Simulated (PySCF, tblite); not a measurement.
# C₆H₁₄Si₃: geometry, infrared bands and NMR shifts

Wanted: the infrared bands and NMR shifts of C₆H₁₄Si₃ (`C=CC[SiH2]C[SiH2]C#C[SiH3]`), by calculation.

Computed with tblite 0.8.0 and PySCF 2.14.0, with density-fitted response routines of our own, on a single molecule in the gas phase. Atoms are numbered from 0 throughout.

### 1 Starting geometry

23 atoms, charge 0, multiplicity 1; geometry from: force field or distance geometry start.

Bonds of the start (Å): C0–C1 1.34, C1–C2 1.51, C2–Si3 1.85, Si3–C4 1.87, C4–Si5 1.87, Si5–C6 1.84, C6–C7 1.21, C7–Si8 1.83, C0–H9 1.11, C0–H10 1.07, C1–H11 1.10, C2–H12 1.09, C2–H13 1.09, Si3–H14 1.47, Si3–H15 1.51, C4–H16 1.11, C4–H17 1.12, Si5–H18 1.49, Si5–H19 1.45, Si8–H20 1.48, Si8–H21 1.45, Si8–H22 1.46.

### 2 Geometry optimisation with GFN2-xTB

The job: settings as JSON, then the geometry in Å.

```
{"job": {"kind": "relax", "xc": "GFN2-xTB", "basis": "xTB"}, "charge": 0, "multiplicity": 1}
C     -3.775300     1.513300     0.467800
C     -3.372100     0.520200    -0.333400
C     -1.893200     0.277500    -0.543500
Si    -1.585900    -1.440800     0.062300
C      0.194800    -1.731600     0.568200
Si     1.344300    -1.427300    -0.869600
C      2.554200    -0.174900    -0.280200
C      3.350900     0.643800     0.112600
Si     4.540600     1.905500     0.689100
H     -4.868500     1.661600     0.617000
H     -3.044500     2.143400     0.937700
H     -4.112800    -0.136100    -0.808100
H     -1.718900     0.277700    -1.622700
H     -1.284300     1.022200    -0.022200
H     -1.844600    -2.362400    -1.055800
H     -2.501100    -1.793900     1.207200
H      0.481000    -1.143200     1.469500
H      0.258500    -2.816700     0.854600
H      2.082000    -2.687400    -1.148300
H      0.653200    -0.996200    -2.073600
H      3.813100     2.762000     1.653000
H      5.670600     1.327200     1.387700
H      5.053300     2.683200    -0.440300
```

Run with:

```
OMP_NUM_THREADS=1 python probes_run.py task.json out
```

One launch serves the whole session: the jobs run in the order shown.

**Question.** This job is followed by: GFN2-xTB harmonic vibrations, gas phase; GIAO PBE0/pcSseg-1 NMR shielding, non-relativistic, gas phase. Predict these results of the whole session: strongest single infrared mode (GFN2-xTB); zero-point energy (GFN2-xTB); ¹³C shifts against TMS (PBE0/pcSseg-1); ¹H shifts against TMS (PBE0/pcSseg-1, means over atoms taken as alike); ²⁹Si shifts against TMS (PBE0/pcSseg-1).

The runs gave:

| quantity | value |
| --- | --- |
| strongest single infrared mode (GFN2-xTB) | 766 cm⁻¹, 630 km/mol |
| zero-point energy (GFN2-xTB) | 101.4 kcal/mol |
| ¹³C shifts against TMS (PBE0/pcSseg-1) | 143.5, 121.8, 119.1, 115.6, 25.3, -7.9 ppm |
| ¹H shifts against TMS (PBE0/pcSseg-1, means over atoms taken as alike) | 6.18, 5.29, 5.14, 4.62, 4.24, 4.22, 2.39, -0.14 ppm |
| ²⁹Si shifts against TMS (PBE0/pcSseg-1) | -37.4, -67.6, -99.4 ppm |

In words: The optimisation took 286 steps and gained 0.446 eV; among the close pairs (by a distance rule), C2–Si3 changed most, from 1.848 to 1.909 Å. The lowest mode is imaginary (29i cm⁻¹), so the xTB geometry is not a minimum. The strongest single mode, at 766 cm⁻¹, has its largest shares on Si3, C2 and C4 (the list is cut at 3 atoms). GFN2-xTB is a fitted tight-binding method: band positions and strengths are rough. Its intensities can rank the bands wrongly. C1 (alkene CH) lies farthest downfield among carbon, at 143.5 ppm; an sp2 carbon of a C=C bond. The most deshielded hydrogen is H11 (hydrogen on an alkene CH), at 6.18 ppm: a vinylic proton, deshielded by the sp2 carbon and the C=C anisotropy. At PBE0/pcSseg-1: Shielding is most anisotropic at C6 (span 299 ppm, paramagnetic term -200 ppm).
